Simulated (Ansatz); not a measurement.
# ClH13O2Si4: the cost of one run

Computed with Ansatz 0.2.0, Gaussian basis. Level: Hartree-Fock/def2-SVP.

29 further runs of the same task are left out: 2 that didn't finish, 27 set aside as unsound or not needed.

## (1) Where the work starts

The first end: 20 atoms, charge 0, spin multiplicity 1.

Atoms are counted from 1 here; the program's logs count them from 0.

Bond lengths: Si1–Si2 2.349 Å, Si1–Si3 2.346 Å, Si1–Si4 2.340 Å, Si1–O5 1.683 Å, Si2–H10 1.487 Å, Si2–H11 1.487 Å, Si2–H12 1.490 Å, Si3–H13 1.489 Å, Si3–H14 1.489 Å, Si3–H15 1.488 Å, Si4–H16 1.488 Å, Si4–H17 1.488 Å, Si4–H18 1.488 Å, O5–H19 0.968 Å, H6–Cl7 1.337 Å, H8–O9 0.976 Å, O9–H20 0.961 Å. Angles: Si2–Si1–Si3 108.8°, Si2–Si1–Si4 109.2°, Si2–Si1–O5 111.8°, Si3–Si1–Si4 109.5°, Si3–Si1–O5 111.2°, Si4–Si1–O5 106.2°, Si1–Si2–H10 110.9°, Si1–Si2–H11 111.4°, Si1–Si2–H12 107.3°, H10–Si2–H11 109.4°, H10–Si2–H12 109.1°, H11–Si2–H12 108.7°, Si1–Si3–H13 110.5°, Si1–Si3–H14 108.6°, Si1–Si3–H15 111.4°, H13–Si3–H14 108.7°, H13–Si3–H15 108.7°, H14–Si3–H15 108.9° and more.

As a file:

```xyz
20

Si   -0.5765   -0.3138   -0.0347
Si    0.7829   -0.9833    1.7598
Si   -2.8245   -0.4596    0.6220
Si   -0.2019   -1.7331   -1.8574
O    -0.1963    1.2387   -0.5631
H     2.1283    2.5707    0.4018
Cl    1.5438    2.9860    1.5304
H     1.5184    1.5687   -1.1908
O     2.4333    1.8792   -1.0508
H     2.2220   -0.8163    1.4259
H     0.4688   -0.2150    2.9932
H     0.5054   -2.4251    2.0119
H    -3.1125    0.5114    1.7133
H    -3.0842   -1.8360    1.1265
H    -3.7421   -0.1831   -0.5163
H    -0.5047   -3.1265   -1.4329
H     1.2168   -1.6592   -2.3016
H    -1.0811   -1.3765   -3.0037
H    -0.1375    1.8988    0.1427
H     2.6414    2.4740   -1.7757
```

The second end:

```xyz
20
ClH13O2Si4
Si   -0.4718   -0.2555   -1.3129
Si    2.0623    0.3392    2.6498
Si   -1.7720   -0.4340    0.6361
Si   -1.1102   -1.8416   -2.9086
O    -0.5147    1.2293   -2.0178
H     0.9861    2.3982    0.7341
Cl    0.2335    3.3979    0.3222
H     0.9412   -0.6132   -0.9069
O     1.8478    0.9742    1.1248
H     3.4422   -0.1857    2.8004
H     1.8286    1.4662    3.5785
H     1.0914   -0.7586    2.8892
H    -1.3838    0.5796    1.6541
H    -1.5676   -1.7909    1.2163
H    -3.2143   -0.2627    0.3164
H    -0.9777   -3.1930   -2.2982
H    -0.2450   -1.7690   -4.1156
H    -2.5274   -1.6327   -3.3062
H    -0.3847    2.0001   -1.4487
H     1.7361    0.3524    0.3933
```

## (2) The band at Hartree-Fock/def2-SVP

neb/in.yaml

```yaml
crystal:
  periodic: [false, false, false]
  atoms:
    - {symbol: Si, position_ang: [-0.576525, -0.313758, -0.034701]}
    - {symbol: Si, position_ang: [0.782907, -0.983266, 1.759825]}
    - {symbol: Si, position_ang: [-2.824509, -0.459624, 0.622017]}
    - {symbol: Si, position_ang: [-0.201866, -1.733120, -1.857443]}
    - {symbol: O, position_ang: [-0.196257, 1.238703, -0.563125]}
    - {symbol: H, position_ang: [2.128349, 2.570738, 0.401844]}
    - {symbol: Cl, position_ang: [1.543764, 2.986047, 1.530362]}
    - {symbol: H, position_ang: [1.518421, 1.568690, -1.190753]}
    - {symbol: O, position_ang: [2.433332, 1.879151, -1.050809]}
    - {symbol: H, position_ang: [2.222001, -0.816287, 1.425934]}
    - {symbol: H, position_ang: [0.468810, -0.214950, 2.993249]}
    - {symbol: H, position_ang: [0.505382, -2.425057, 2.011904]}
    - {symbol: H, position_ang: [-3.112548, 0.511444, 1.713274]}
    - {symbol: H, position_ang: [-3.084225, -1.835970, 1.126483]}
    - {symbol: H, position_ang: [-3.742065, -0.183148, -0.516335]}
    - {symbol: H, position_ang: [-0.504674, -3.126538, -1.432901]}
    - {symbol: H, position_ang: [1.216831, -1.659202, -2.301629]}
    - {symbol: H, position_ang: [-1.081054, -1.376529, -3.003734]}
    - {symbol: H, position_ang: [-0.137459, 1.898836, 0.142665]}
    - {symbol: H, position_ang: [2.641386, 2.474042, -1.775726]}
basis:
  gaussian: {orbitals: def2-SVP}
hamiltonian: {xc: hf}
neb:
  images: 4
  climbing: true
  max_iterations: 60
  initial_path: idpp
  spring: 10.0
  final_atoms:
    - {symbol: Si, position_ang: [-0.471750, -0.255518, -1.312870]}
    - {symbol: Si, position_ang: [2.062258, 0.339175, 2.649845]}
    - {symbol: Si, position_ang: [-1.771973, -0.433964, 0.636101]}
    - {symbol: Si, position_ang: [-1.110158, -1.841597, -2.908599]}
    - {symbol: O, position_ang: [-0.514681, 1.229305, -2.017789]}
    - {symbol: H, position_ang: [0.986066, 2.398177, 0.734120]}
    - {symbol: Cl, position_ang: [0.233488, 3.397892, 0.322208]}
    - {symbol: H, position_ang: [0.941181, -0.613174, -0.906949]}
    - {symbol: O, position_ang: [1.847771, 0.974231, 1.124849]}
    - {symbol: H, position_ang: [3.442247, -0.185742, 2.800389]}
    - {symbol: H, position_ang: [1.828556, 1.466178, 3.578533]}
    - {symbol: H, position_ang: [1.091436, -0.758559, 2.889158]}
    - {symbol: H, position_ang: [-1.383847, 0.579575, 1.654124]}
    - {symbol: H, position_ang: [-1.567621, -1.790876, 1.216303]}
    - {symbol: H, position_ang: [-3.214266, -0.262736, 0.316376]}
    - {symbol: H, position_ang: [-0.977658, -3.192999, -2.298161]}
    - {symbol: H, position_ang: [-0.245029, -1.768989, -4.115612]}
    - {symbol: H, position_ang: [-2.527351, -1.632673, -3.306223]}
    - {symbol: H, position_ang: [-0.384726, 2.000108, -1.448692]}
    - {symbol: H, position_ang: [1.736058, 0.352386, 0.393292]}
```

Launch:

```
> ansatz run in.yaml --threads 4 --pin off --events-out ev --progress --plain --max-ram 46080MiB --backend cuda --devices 0, --max-vram 37GiB
```

**Question.** How long does this run take on 1 × a share of an NVIDIA H100 with 4 threads of AMD EPYC 7R13, shared host?

About 2.3 min.
